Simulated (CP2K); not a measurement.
MoSe:

```xyz
2
Lattice="4.0911 0.0000 0.0000 2.0456 3.5430 0.0000 2.0456 1.1810 3.3404" Properties=species:S:1:pos:R:3 pbc="T T T"
Mo    0.0000    0.0000    0.0000
Se    4.0911    2.3620    1.6702
```

The cell was built by a generator and needn't be a form met in nature.

```yaml
Program: CP2K 2026.2
Task: relaxation of cell and atoms
Functional: PBE
Dispersion: D3
Potentials_or_basis: POTENTIAL_UZH Mo GTH-PBE-q14, Se GTH-PBE-q6; DZVP-MOLOPT-PBE-GTH basis
Density_cutoff: 6123 eV
k_mesh: 6 × 6 × 6
Occupations: fermi-dirac, width 0.05 eV
Spin: no spin polarisation
```

At the start: pressure -21.0 GPa; volume 24.21 Å³/atom.

Task: Where does the relaxation end?

Result: Over 8 steps the energy falls by 499.7 meV/atom and the volume is 17.66 Å³/atom (-27.1 %); space group C2/m (No. 12, to 0.05 Å).

Step by step:
```
step  energy change (eV)  largest force (eV/Å)  volume (Å³)
   1              0.0000                0.0000        48.42
   2             -0.0936                0.0000        47.70
   3             -0.8443                0.0000        39.10
   4             -0.9207                0.0000        32.72
   5             -0.9940                0.0000        35.82
   6             -0.9990                0.0000        35.39
   7             -0.9994                0.0000        35.32
   8             -0.9993                0.0000        35.32
```

Final structure:
```
Mo Se
1.0
     3.77198    0.00000    0.00000
     2.04487    3.17449    0.00000
     2.04487    1.18020    2.94950
Mo Se
1 1
Direct
  0.00000 0.00000 0.00000
  0.50000 0.50000 0.50000
```

Caveat: the volume moved by over 15 % at a fixed basis, so the end points are rough; the basis of atomic orbitals isn't converged, which shifts pressures, moduli and gaps; the real-space grid breaks the cell's symmetry a little; pairwise dispersion overbinds metals, which lowers pressure and volume.
